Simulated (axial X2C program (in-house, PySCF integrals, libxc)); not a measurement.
# YGe: from the state search to constants, part 2 of 2

Computed with an in-house X2C program for linear molecules on PySCF integrals; all-electron X2C, Y dyall-cv3z, Ge dyall-cv3z.

## Step 9: PBE0, 2c

State followed: Ω = 3/2 (excess of +ω over −ω: ω = 3/2). The scan is laid around 2.716 Å, a first estimate of the minimum, and this SCF restarts from the orbitals of the search.

Output at 2.716 Å:

```text
two-component X2C + atomic mean field  PBE0
basis functions 269  fitting functions 1351  grid points 5801
iter        total energy     max residual
   1      -5481.311058361     7.44e-06
   2      -5481.311058371     4.49e-06
   3      -5481.311058374     3.64e-06
   4      -5481.311058376     3.11e-06
   5      -5481.311058378     1.33e-06
converged
one-electron -8080.05063004  Coulomb 2547.77696799  exact exchange -46.71043073  xc functional -143.30178449  nuclear repulsion 243.15653874  atomic mean-field constant -2.18171985
```

Along the bond, energies from the lowest point:

```
R (Å)  E (eV)  μ (D)  HOMO (eV)  LUMO (eV)  iterations
2.363  0.6374  -4.13      -4.56      -2.73          23
2.472  0.2696  -2.90      -4.56      -2.62          16
2.553  0.1044  -2.94      -4.62      -2.54          16
2.635  0.0209  -2.96      -4.68      -2.47          16
2.716  0.0000  -2.96      -4.70      -2.42           5
2.811  0.0347  -2.98      -4.74      -2.36          16
2.906  0.1146  -3.00      -4.77      -2.34          16
3.028  0.2612  -3.08      -4.82      -2.35          16
3.178  0.4781  -3.23      -4.87      -2.45          16
3.395  0.8195  -3.59      -4.78      -2.59          17
```

Dipoles are positive if Ge is the positive end.

Outer spinors at the reference distance:

| ω | occupied | ε (eV) | atomic character | λ mixture |
| --- | --- | --- | --- | --- |
| 5/2 | yes | -31.66 | 100% Ge d | 100% δ |
| 1/2 | yes | -31.60 | 67% Ge d, 33% Y p | 57% π, 42% σ |
| -1/2 | yes | -31.58 | 52% Ge d, 48% Y p | 54% π, 46% σ |
| 3/2 | yes | -31.58 | 100% Ge d | 76% π, 24% δ |
| -5/2 | yes | -31.53 | 100% Ge d | 100% δ |
| -3/2 | yes | -31.49 | 100% Ge d | 89% π, 11% δ |
| -1/2 | yes | -31.43 | 52% Y p, 48% Ge d | 61% π, 39% σ |
| 1/2 | yes | -31.38 | 65% Y p, 35% Ge d | 52% π, 48% σ |
| 3/2 | yes | -30.26 | 100% Y p | 100% π |
| 1/2 | yes | -30.08 | 98% Y p | 56% σ, 44% π |
| -3/2 | yes | -29.87 | 100% Y p | 100% π |
| -1/2 | yes | -29.59 | 98% Y p | 85% σ, 15% π |
| 1/2 | yes | -13.27 | 66% Ge s, 11% Y p, 10% Y d | 100% σ |
| -1/2 | yes | -11.29 | 67% Ge s, 10% Y d, 9% Y p | 100% σ |
| 1/2 | yes | -5.90 | 62% Ge p, 22% Y s, 7% Y d | 100% σ |
| -1/2 | yes | -5.46 | 56% Ge p, 28% Y d, 8% Y p | 100% π |
| 3/2 | yes | -5.36 | 55% Ge p, 30% Y d, 8% Y p | 100% π |
| -1/2 | yes | -4.73 | 53% Y s, 31% Ge p, 10% Y p | 100% σ |
| 1/2 | yes | -4.70 | 46% Y s, 42% Y d, 6% Ge p | 100% σ |
| 1/2 | no | -2.42 | 46% Y d, 44% Ge p, 5% Y p | 100% π |
| -3/2 | no | -2.35 | 49% Y d, 42% Ge p, 5% Y p | 99% π, 1% δ |
| -1/2 | no | -2.32 | 34% Y d, 30% Ge p, 24% Y s | 100% σ |
| -3/2 | no | -2.12 | 99% Y d | 99% δ, 1% π |

PBE0 fields in the half plane through the axis: z from -2.4 to 5.1 Å across, distance from the axis 0.15 to 2.25 Å upwards; Y lies at z = 0 and Ge at z = 2.716 Å; the ELF is damped to zero where the density is low.

log10 density (e/bohr³). Ten even steps from '0' (-4.13 ) to '9' (1.57 ):
```
11112222222222222222111000
11222223332222222222221100
12222333333333333333322110
12223334443333344443332211
22233344544444444444433221
22333456665444455555443321
22334566766544556775543321
22334568986555568986544322
```

ELF. Ten even steps from ' ' (0.00 ) to '@' (0.88 ):
```
..--**%%@@@@@@%%##**++==----------------::..        
--**%%@@@@%%####**++======++++++++++++++++==::..    
**%%%%%%**==------::::--++**##############**++--..  
%%%%%%++--............::++##%%######%%%%%%%%##++--  
@@@@##--....::==++==....==##%%##++++**##@@@@%%##++::
@@@@**::..::**%%@@%%++::--####==::::::==%%@@@@%%**--
@@@@**::::**@@==::==%%==--##++::==##==::++@@@@@@##==
@@@@**--==%%%%++==++##**==##==::%%::%%--==@@@@@@%%++
```

No constants are quoted: the solution changes its character somewhere along the scan, so the fit is set aside.

## Step 10: HF, 2c

The SCF at the reference distance of 2.716 Å:

```text
two-component X2C + atomic mean field  HF
basis functions 269  fitting functions 1351  grid points 5801
iter        total energy     max residual
   1      -5478.140566085     3.12e-01
   2      -5478.180389263     7.46e-03
   3      -5478.185464121     6.96e-03
   4      -5478.187569849     3.91e-03
   5      -5478.189862370     3.27e-03
   6      -5478.192154540     1.90e-03
   7      -5478.192864417     1.48e-03
   8      -5478.193147773     1.01e-03
   9      -5478.193305441     4.72e-04
  10      -5478.193328746     2.53e-04
  11      -5478.193341788     1.55e-04
  12      -5478.193346830     1.52e-04
  13      -5478.193349752     1.46e-04
  14      -5478.193352774     1.39e-04
  15      -5478.193358759     1.22e-04
  16      -5478.193367668     9.49e-05
  17      -5478.193378353     5.02e-05
  18      -5478.193383295     2.97e-05
  19      -5478.193384030     1.93e-05
  20      -5478.193384252     1.24e-05
  21      -5478.193384311     7.60e-06
  22      -5478.193384328     5.25e-06
  23      -5478.193384337     3.46e-06
  24      -5478.193384343     1.69e-06
  25      -5478.193384345     8.41e-07
  26      -5478.193384345     5.87e-07
converged
one-electron -8077.92510883  Coulomb 2545.76673740  exact exchange -187.00983181  xc functional 0.00000000  nuclear repulsion 243.15653874  atomic mean-field constant -2.18171985
```

Re = 2.827 Å, ωe = 194.8 cm⁻¹, ωexe = 0.502 cm⁻¹, Be = 0.05226 cm⁻¹, De = 1.71 eV, μ = -1.53 D.

## Step 11: PBEsol, 2c

The SCF at the reference distance of 2.716 Å:

```text
two-component X2C + atomic mean field  PBEsol
basis functions 269  fitting functions 1351  grid points 5801
iter        total energy     max residual
   1      -5477.637871092     1.12e-01
   2      -5477.641724741     1.40e-02
   3      -5477.589946788     4.00e-02
   4      -5477.635617904     2.05e-02
   5      -5477.646019627     2.75e-03
   6      -5477.646213211     8.60e-04
   7      -5477.646240361     1.54e-04
   8      -5477.646241707     9.52e-05
   9      -5477.646242046     1.05e-04
  10      -5477.646242314     1.15e-05
  11      -5477.646242323     3.69e-06
  12      -5477.646242324     7.42e-07
converged
one-electron -8079.89846625  Coulomb 2547.54806111  exact exchange 0.00000000  xc functional -186.27065608  nuclear repulsion 243.15653874  atomic mean-field constant -2.18171985
```

No constants are quoted: the solution changes its character somewhere along the scan, so the fit is set aside.

## Step 12: Correlated methods, 2c

Correlated methods: 7 electrons correlated (frozen shells, counted by type: Y 4 s, 3 p, 1 d; Ge 3 s, 2 p, 1 d), 347 virtual spinors in MP2, 90 natural virtuals in coupled cluster.

Output of the correlated part at 2.716 Å:

```text
correlated 7  virtual 347  natural virtual 90  E(MP2) -0.097601623  MP2 remainder -0.003669620
iter   CCSD correlation   residual
   1     -0.108547965   1.38e-01
   2     -0.115549173   7.28e-02
   3     -0.117512909   4.06e-02
   4     -0.118828416   2.51e-02
   5     -0.119404850   1.30e-02
   6     -0.119631196   5.48e-03
   7     -0.119652998   2.45e-03
   8     -0.119642462   1.18e-03
   9     -0.119643946   6.26e-04
  10     -0.119645248   3.60e-04
  11     -0.119647264   1.78e-04
  12     -0.119646788   9.26e-05
  13     -0.119647228   4.90e-05
  14     -0.119647587   2.72e-05
  15     -0.119647976   1.55e-05
  16     -0.119648055   8.19e-06
  17     -0.119648078   5.08e-06
  18     -0.119648108   3.27e-06
  19     -0.119648131   1.91e-06
  20     -0.119648142   1.08e-06
(T) -0.006902462  T1 0.0955  D1 0.1993  max T2 0.123
```

MP2: No constants are quoted: the reference is strongly spin-contaminated.

CCSD: Re = 2.796 Å, ωe = 208.5 cm⁻¹, ωexe = 0.46 cm⁻¹, Be = 0.05344 cm⁻¹, De = 2.11 eV. T1 at Re = 0.067 (Lee–Taylor, the printed value over √2).

CCSD(T): Re = 2.792 Å, ωe = 210.0 cm⁻¹, ωexe = 0.458 cm⁻¹, Be = 0.05356 cm⁻¹, De = 2.20 eV. T1 at Re = 0.067 (Lee–Taylor, the printed value over √2).

## Step 13: A higher determinant, 2c

State: Ω = 1/2 (excess of +ω over −ω: 2 × ω = -1/2, ω = 3/2).

Output at the reference distance:

```text
two-component X2C + atomic mean field  PBE0
basis functions 269  fitting functions 1351  grid points 5801
iter        total energy     max residual
   1      -5481.304500402     7.14e-06
   2      -5481.304500407     6.02e-06
   3      -5481.304500409     6.21e-06
converged
one-electron -8080.80503428  Coulomb 2548.54894259  exact exchange -46.71062242  xc functional -143.31260520  nuclear repulsion 243.15653874  atomic mean-field constant -2.18171985
```

| R (Å) | E above the lowest PBE0 point (eV) |
| --- | --- |
| 2.363 | 0.819 |
| 2.472 | 0.430 |
| 2.553 | 0.268 |
| 2.635 | 0.191 |
| 2.716 | 0.178 |
| 2.811 | 0.226 |
| 2.906 | 0.320 |
| 3.028 | 0.488 |
| 3.178 | 0.728 |

Re = 2.693 Å, ωe = 232.7 cm⁻¹, ωexe = 0.554 cm⁻¹, Be = 0.05761 cm⁻¹, μ = -4.35 D.

## Step 14: The 2c curves together

Energy (eV) of the followed determinant, 2c, from each level's lowest point:

```csv
R (Å),PBE0 (jumps),HF,MP2 (spin-contaminated),CCSD,CCSD(T),PBEsol (jumps)
2.363,0.637,1.050,0.964,n/a,n/a,0.421
2.472,0.270,0.538,0.472,0.486,0.481,0.208
2.553,0.104,0.290,0.238,0.248,0.243,0.157
2.635,0.021,0.129,0.093,0.099,0.096,0.175
2.716,0.000,0.039,0.018,0.022,0.020,0.000
2.811,0.035,0.000,0.000,0.000,0.000,0.045
2.906,0.115,0.015,0.037,0.034,0.036,0.133
3.028,0.261,0.091,0.143,0.136,0.141,0.289
3.178,0.478,0.237,0.328,n/a,n/a,0.516
3.395,0.819,0.501,0.651,n/a,n/a,0.867
```

Time for the job: 4.7 min (1 thread of Arm Neoverse V1, shared host).

## Step 15: Results

This closing draws on all 2 parts.

Lowest determinant that the search found at its distance, spin-free: M_S = 3/2, Λ = 0 (beyond closed shells: σα, π+α, π-α).

Lowest determinant that the search found at its distance, 2c: Ω = 3/2 (excess of +ω over −ω: ω = 3/2).

```csv
Hamiltonian,level,Re (Å),ωe (cm⁻¹),De (eV),μ (D)
spin-free,PBE0,2.707,222.0,2.46,-2.96
spin-free,HF,2.825,195.9,1.75,-1.53
spin-free,CCSD,2.798,206.6,2.14,n/a
spin-free,CCSD(T),2.795,208.0,2.24,n/a
spin-free,PBEsol,2.692,224.9,2.95,-3.08
2c,HF,2.827,194.8,1.71,-1.53
2c,CCSD,2.796,208.5,2.11,n/a
2c,CCSD(T),2.792,210.0,2.20,n/a
```

Dipoles are positive if Ge is the positive end. No constants: spin-free MP2 (the reference is strongly spin-contaminated); 2c PBE0 (the solution changes its character somewhere along the scan, so the fit is set aside); 2c MP2 (the reference is strongly spin-contaminated); 2c PBEsol (the solution changes its character somewhere along the scan, so the fit is set aside). Spin-free ⟨S²⟩ is off its pure value at HF 4.24.

Time per point (s) on 1 thread of Arm Neoverse V1, shared host (2c runs; CCSD comes with the CCSD(T) run); the times are rough: HF 2.4, CCSD(T) 6.1.

At CCSD(T), going from spin-free to two-component changes Re by -2 mÅ, ωe by +1.0 %, which is small (part of it comes from the scalar share of the two-electron terms). It costs about 1.7 times the time. De moves by -0.04 eV; both De rest on single-determinant atoms, which can miss part of an open shell's spin–orbit lowering.

De refers to Y + Ge, each in the lowest determinant found, which need not be this curve's own limit. The state is a single determinant with fixed occupations, the lowest that a limited PBE0 search found. Dissociation energies refer to the lowest single-determinant-based atoms at the same level and basis. Coupled cluster ran in a truncated set of natural virtual spinors; the MP2 energy of the rest was added. With several unpaired electrons one determinant need not be a pure state. The spin-free determinant is spin-contaminated at some levels. With the outer-core shells frozen, correlated bond lengths of heavy atoms tend to come out a few hundredths of an ångström too long. T1 at Re is 0.067 (Lee–Taylor), above the customary mark of 0.02.
